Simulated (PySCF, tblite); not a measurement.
# C₄H₁₀AlN₃Si: geometry, infrared bands and NMR shifts

Aim: predict the infrared bands and NMR shifts of C₄H₁₀AlN₃Si (`[H]/N=C/C/N=[CH]/[AlH2-][N+]#C[SiH3]`).

The runs use tblite 0.8.0 and PySCF 2.14.0, with density-fitted response routines of our own; the level of theory stands in each step. All values are computed, except where a source is named. Atoms are numbered from 0 throughout.

## 1. Starting geometry

19 atoms, charge 0, multiplicity 1; geometry from: force field or distance geometry start.

Bonds of the start (Å): N0–C1 1.30, C1–C2 1.50, C2–N3 1.45, N3–C4 1.28, C4–Al5 1.97, Al5–N6 1.87, N6–C7 1.16, C7–Si8 1.82, N0–H9 1.04, C1–H10 1.09, C2–H11 1.11, C2–H12 1.10, C4–H13 1.10, Al5–H14 1.62, Al5–H15 1.60, Si8–H16 1.46, Si8–H17 1.48, Si8–H18 1.45.

## 2. Optimising the geometry with GFN2-xTB

What the job is given:

```
{"job": {"kind": "relax", "xc": "GFN2-xTB", "basis": "xTB"}, "charge": 0, "multiplicity": 1}
N     -3.601200     0.366400     0.437500
C     -3.677300    -0.726600    -0.262100
C     -2.437400    -1.557200    -0.437000
N     -1.397000    -0.872600     0.299600
C     -0.983000     0.233400    -0.184600
Al     0.430400     1.305200     0.663800
N      2.142100     0.784200     0.120400
C      3.212300     0.479200    -0.209200
Si     4.894100     0.013500    -0.725500
H     -4.492000     0.900600     0.542700
H     -4.642000    -1.009000    -0.672700
H     -2.193600    -1.631400    -1.521500
H     -2.546600    -2.581200    -0.055500
H     -1.422900     0.601400    -1.122900
H      0.185300     2.867000     0.313200
H      0.369800     1.156200     2.258400
H      5.510700    -0.742400     0.363800
H      5.726400     1.220600    -0.949100
H      4.912200    -0.798000    -1.923600
```

Command:

```
> OMP_NUM_THREADS=1 python probes_run.py task.json out
```

This one command runs all jobs of the session in turn.

**Question.** This job is followed by: GFN2-xTB harmonic vibrations, gas phase; GIAO PBE0/pcSseg-1 NMR shielding, non-relativistic, gas phase. What will the session give for the following? strongest single infrared mode (GFN2-xTB); zero-point energy (GFN2-xTB); 13C shifts against TMS (PBE0/pcSseg-1); 1H shifts against TMS (PBE0/pcSseg-1); 15N shifts against NH3 (PBE0/pcSseg-1); 27Al shifts against AlH4- (PBE0/pcSseg-1); 29Si shifts against TMS (PBE0/pcSseg-1).

The runs gave:

```
                                 quantity                                                             value
strongest single infrared mode (GFN2-xTB)                                              760 cm⁻¹, 537 km/mol
             zero-point energy (GFN2-xTB)                                                     76.7 kcal/mol
   13C shifts against TMS (PBE0/pcSseg-1)                                     257.8, 175.5, 137.5, 80.8 ppm
    1H shifts against TMS (PBE0/pcSseg-1)  11.42, 10.86, 8.94, 5.14, 4.45, 4.41, 4.37, 4.11, 3.67, 3.47 ppm
   15N shifts against NH3 (PBE0/pcSseg-1)                                           371.9, 352.1, 305.3 ppm
27Al shifts against AlH4- (PBE0/pcSseg-1)                                                         -35.1 ppm
  29Si shifts against TMS (PBE0/pcSseg-1)                                                         -95.3 ppm
```

**Reading.** Relaxing lowered the energy by 1.588 eV in 221 steps; the close pair that moved most is N3–Al5, from 2.866 to 1.966 Å. No mode is imaginary among the 51: a minimum at this level. The strongest single mode, at 760 cm⁻¹, moves mainly H17 and H18. Unscaled tight-binding wavenumbers are off by several per cent, some by more. Its intensities can rank the bands wrongly. The structure rearranged or came apart on optimisation; the results belong to the end geometry, not to the formula as drawn. Shifts at one fixed geometry are not the observed spectrum, which averages over the motion. At PBE0/pcSseg-1: The largest span, 654 ppm, is at N0, where the paramagnetic term is -395 ppm.
